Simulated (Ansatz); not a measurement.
# GeH4N: the cost of one run

Program: Ansatz 0.2.0, Gaussian basis. Level of theory: cc-pVDZ, all electrons in the functionals, frozen cores in the correlation of double hybrids and RPA. These are calculated values, not measurements.

To be run: wB97M-V, B2PLYP, RPA-PBE, at charge 0, doublet; charge 0, quartet; charge 1, singlet; charge 1, triplet; displaced geometry v1; displaced geometry v2.

24 further runs of the same task are left out: 1 for a known fault of the program, 12 that didn't finish, 11 set aside as unsound or not needed.

## (1) What is computed

The geometry is a PBE0/def2-TZVP stationary point (not a proven minimum). No spin-orbit coupling is included. The filled d shell of Ge may be among the frozen orbitals whatever the setting's name suggests; the logs give the count.

6 atoms, charge 0, spin multiplicity 2.

Atoms are counted from 1 here; the program's logs count them from 0.

Bond lengths: Ge1–N2 1.869 Å, Ge1–H3 1.542 Å, Ge1–H4 1.537 Å, Ge1–H5 1.537 Å, N2–H6 1.025 Å. Angles: N2–Ge1–H3 114.2°, N2–Ge1–H4 106.3°, N2–Ge1–H5 106.3°, H3–Ge1–H4 110.0°, H3–Ge1–H5 110.0°, H4–Ge1–H5 109.9°, Ge1–N2–H6 109.8°.

No dispersion term is added; wB97M-V holds VV10 nonlocal correlation.

The geometry shown and the zero of energy belong to the point charge 0, doublet. The yardstick, UCCSDT(Q), and other wave-function levels (R restricted, U unrestricted, valence and pair active spaces) come from earlier runs.

## (2) wB97M-V, charge 0, doublet

Input file in.yaml:

```yaml
crystal:
  periodic: [false, false, false]
  atoms:
    - {symbol: Ge, position_ang: [0.000000, 0.013176, 0.296556]}
    - {symbol: N, position_ang: [0.000000, -0.127734, -1.567079]}
    - {symbol: H, position_ang: [0.000000, 1.462996, 0.821916]}
    - {symbol: H, position_ang: [1.257753, -0.722789, 0.783980]}
    - {symbol: H, position_ang: [-1.257753, -0.722789, 0.783980]}
    - {symbol: H, position_ang: [0.000000, 0.808032, -1.985333]}
basis:
  gaussian: {orbitals: cc-pVDZ}
magnetization: {spin_polarized: true, initial_magnetization: 1}
hamiltonian: {xc: {name: wB97M-V}}
output: {forces: true, orbitals: {seedname: orbitals}}
```

Run with:

```console
$ ansatz run in.yaml --threads 1 --pin off --events-out ev --progress --plain --max-ram 2393MiB
```

**Question.** How long does this run take on 1 thread of AMD EPYC 7R43, shared host, and how much memory does it need?

About 11 s, with a peak of 0.27 GiB.
